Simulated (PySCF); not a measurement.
# doublet SiSe−: levels of theory compared

Aim: a comparison of 3 runs (U-wB97X/aug-cc-pVTZ, UCAM-B3LYP/aug-cc-pVTZ, USCS-MP2/aug-cc-pVTZ) of doublet SiSe−. 

The results are computed with PySCF 2.14.0.

1 further run of the same task is left out (set aside as unsound or not needed).

## Step 1: Starting point

SiSe−: 2 atoms, total charge -1, spin state doublet. SMILES of the parent species: `[Si][Se]`. The coordinates come from a PBE0-D4/def2-TZVP relaxation. That shape belongs to the parent species and isn't relaxed for this state.

Bond lengths: Si1–Se2 2.062 Å.

## Step 2: The energy at U-wB97X/aug-cc-pVTZ (run 1)

File calc.py:

```python
from pyscf import gto, dft

mol = gto.Mole()
mol.atom = [
    ('Si', (0.000000, 0.000000, 0.031440)),
    ('Se', (-0.000000, -0.000000, 2.093090)),
]
mol.basis = 'aug-cc-pvtz'
mol.max_memory = 1860
mol.spin = 1
mol.charge = -1
mol.verbose = 3
mol.build()

mf = dft.UKS(mol)
mf.xc = 'wb97x'
mf.grids.level = 5
mf.conv_tol = 1e-10
mf.kernel()
if not mf.converged:
    mf = mf.newton().run(mf.mo_coeff, mf.mo_occ)

e_final = mf.e_tot
print('E(%s) = %.9f' % ('WB97X', e_final))
```

Command:

```console
$ OMP_NUM_THREADS=1 python calc.py
```

What it wrote:

```text
WARN: HOMO -0.0703777675589297 >= LUMO -0.0703777675589313

converged SCF energy = -2691.15419136042  <S^2> = 0.75816876  2S+1 = 2.0081521
E(WB97X) = -2691.154191360
```

It took 56 s on 1 thread of Arm Neoverse V1, shared host; peak memory 0.55 GiB.

## Step 3: The energy at UCAM-B3LYP/aug-cc-pVTZ (run 2)

File start.xyz:

```xyz
2
SeSi
Si     0.000000     0.000000     0.031440
Se     0.000000     0.000000     2.093090
```

File calc.py:

```python
from pyscf import gto, dft

system = gto.Mole()
system.atom = 'start.xyz'
system.charge = -1
system.spin = 1
system.basis = 'aug-cc-pvtz'
system.verbose = 3
system.max_memory = 1860
system.build()

mf = dft.UKS(system, xc='cam-b3lyp')
mf.conv_tol = 1e-10
mf.grids.level = 5
mf.kernel()
if not mf.converged:
    mf = mf.newton().run(mf.mo_coeff, mf.mo_occ)

e_tot = mf.e_tot
print(f'total energy: {e_tot:.8f} hartree')
```

Command:

```console
$ OMP_NUM_THREADS=1 python calc.py
```

What it wrote:

```text
WARN: HOMO -0.085335471200469 >= LUMO -0.085335471200471

converged SCF energy = -2691.2619850604  <S^2> = 0.75673087  2S+1 = 2.0067196
total energy: -2691.26198506 hartree
```

It took 50 s on 1 thread of Arm Neoverse V1, shared host; peak memory 0.55 GiB.

## Step 4: A single-point energy at USCS-MP2/aug-cc-pVTZ (run 3)

File run.py:

```python
from pyscf import gto, scf, mp

mol = gto.M(
    atom='''
Si   0.000000   0.000000   0.031440
Se   0.000000   0.000000   2.093090
''',
    basis='aug-cc-pvtz',
    verbose=3,
    max_memory=1860,
    spin=1,
    charge=-1,
)

mf = scf.UHF(mol)
mf.conv_tol = 1e-10
mf.kernel()
if not mf.converged:
    mf = mf.newton().run(mf.mo_coeff, mf.mo_occ)

pt = mp.MP2(mf, frozen=14).run()
energy = mf.e_tot + 1.2 * pt.e_corr_os + pt.e_corr_ss / 3
print(f'total energy: {energy:.8f} hartree')
```

Command:

```console
$ OMP_NUM_THREADS=1 python run.py
```

What it wrote:

```text
converged SCF energy = -2688.85826626091  <S^2> = 0.7746326  2S+1 = 2.0244827
E(UMP2) = -2689.17469927963  E_corr = -0.316433018719154
E(SCS-UMP2) = -2689.16085740828  E_corr = -0.302591147367922
total energy: -2689.16085741 hartree
```

It took 7.8 s on 1 thread of Arm Neoverse V1, shared host; peak memory 0.31 GiB.

## Step 5: The series

```csv
run,level,integration grid,frozen core orbitals,energy (Eh),HOMO energy (eV),LUMO energy (eV),⟨S²⟩,wall time
1,U-wB97X/aug-cc-pVTZ,5,–,-2691.154191,-0.78,4.11,0.758,56 s
2,UCAM-B3LYP/aug-cc-pVTZ,5,–,-2691.261985,0.10,3.49,0.757,50 s
3,USCS-MP2/aug-cc-pVTZ,–,14,-2689.160857,-0.94,3.97,0.775,7.8 s
```

## Step 6: Summary of results

| quantity | value |
| --- | --- |
| run 3: total energy | -2689.16086 Eh |
| run 3: HOMO energy (Hartree–Fock orbitals) (highest over α and β) | -0.94 eV |
| run 3: LUMO energy (Hartree–Fock orbitals) (lowest over α and β) | 3.97 eV |
| run 3: correlation energy (14 core orbitals frozen) | -302.6 mEh |
| run 3: ⟨S²⟩ of the reference determinant | 0.775 |

What this shows: Totals of different functionals can't be ranked against each other. In run 2 the HOMO lies above zero, so the outermost electron may be held by the basis alone. All runs together took 1.9 min, the longest 56 s.
